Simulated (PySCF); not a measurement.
# GaF (SMILES [F][Ga]): B3LYP/STO-6G

Aim: the vertical ionisation energy of GaF at B3LYP/STO-6G, from 2 runs. Input form: a Python script.

Program for the calculation: PySCF 2.14.0.

24 further runs of the same task are left out: 12 that didn't finish, 12 set aside as unsound or not needed.

## 1. The molecule

The species is GaF (2 atoms), meant as a singlet with charge 0. As SMILES, `[F][Ga]`. Geometry: relaxed at PBE0-D4/def2-TZVP.

Bond lengths: F1–Ga2 1.787 Å.

## 2. A single-point energy at B3LYP/STO-6G

Input file run.py:

```python
# FGa
from pyscf import gto, dft

mol = gto.Mole()
mol.atom = '''
F      0.000000     0.000000     0.006300
Ga     0.000000     0.000000     1.792850
'''
mol.basis = 'sto-6g'
mol.spin = 0
mol.verbose = 4
mol.max_memory = 1860
mol.build()

mf = dft.RKS(mol)
mf.xc = 'b3lyp'
mf.grids.level = 5
mf.conv_tol = 1e-10
mf.kernel()
if not mf.converged:
    mf = mf.newton().run(mf.mo_coeff, mf.mo_occ)

e_final = mf.e_tot
print(f'total energy: {e_final:.8f} hartree')
```

The run is started by

```console
$ OMP_NUM_THREADS=1 python run.py
```

Output:

```text
PySCF version 2.14.0

[INPUT] num. atoms = 2
[INPUT] num. electrons = 40
[INPUT] charge = 0
[INPUT] spin (= nelec alpha-beta = 2S) = 0
[INPUT] symmetry False subgroup None
[INPUT] Mole.unit = angstrom
[INPUT] Symbol           X                Y                Z      unit          X                Y                Z       unit  Magmom
[INPUT]  1 F      0.000000000000   0.000000000000   0.006300000000 AA    0.000000000000   0.000000000000   0.011905274585 Bohr   0.0
[INPUT]  2 Ga     0.000000000000   0.000000000000   1.792850000000 AA    0.000000000000   0.000000000000   3.387995482426 Bohr   0.0

nuclear repulsion = 82.6399719272789
number of shells = 11
number of NR pGTOs = 138
number of NR cGTOs = 23
basis = sto-6g
ecp = {}

[... 67 lines left out ...]
converged SCF energy = -2013.27903863966
total energy: -2013.27903864 hartree
```

It took 2 s on 1 thread of AMD EPYC 9R45 (Zen 5), shared host; peak memory 0.2 GiB.

## 3. The doublet cation

Input file calc.py:

```python
from pyscf import gto, dft

mol = gto.Mole()
mol.atom = '''
F      0.000000     0.000000     0.011905
Ga     0.000000     0.000000     3.387995
'''
mol.unit = 'bohr'
mol.basis = 'sto-6g'
mol.max_memory = 1860
mol.spin = 1
mol.charge = 1
mol.verbose = 3
mol.build()

calc0 = dft.UKS(mol)
calc0.xc = 'b3lyp'
calc0.grids.level = 5
calc0.conv_tol = 1e-10
calc0.kernel()
if not calc0.converged:
    calc0 = calc0.newton().run(calc0.mo_coeff, calc0.mo_occ)

e_tot = calc0.e_tot
print(f'total energy: {e_tot:.8f} hartree')
```

The run is started by

```console
$ OMP_NUM_THREADS=1 python calc.py
```

Output:

```text
WARN: HOMO -0.532426869852318 >= LUMO -0.532426869852315

converged SCF energy = -2013.09314033186  <S^2> = 0.7514103  2S+1 = 2.0014098
total energy: -2013.09314033 hartree
```

Wall time 2.3 s (1 thread of AMD EPYC 9R45 (Zen 5), shared host); peak memory 0.2 GiB.

## 4. Results

At B3LYP/STO-6G:

| quantity | value |
| --- | --- |
| singlet GaF: total energy | -2013.27904 Eh |
| singlet GaF: dipole moment | 0.88 D |
| singlet GaF: HOMO energy | -1.61 eV |
| singlet GaF: LUMO energy | 0.46 eV |
| singlet GaF: HOMO–LUMO gap | 2.06 eV |
| doublet cation: total energy | -2013.09314 Eh |
| doublet cation: HOMO energy (highest over α and β) | -15.19 eV |
| doublet cation: LUMO energy (lowest over α and β) | -11.45 eV |
| doublet cation: ⟨S²⟩ | 0.751 |
| vertical ionisation energy (to the doublet cation) | 5.059 eV |

**Reading.** The vertical ionisation energy comes to 5.06 eV (488 kJ/mol). The negative HOMO energy of the first species, 1.61 eV, lies 3.45 eV below that difference. In a minimal basis such a difference can be off by several eV, whatever the method.
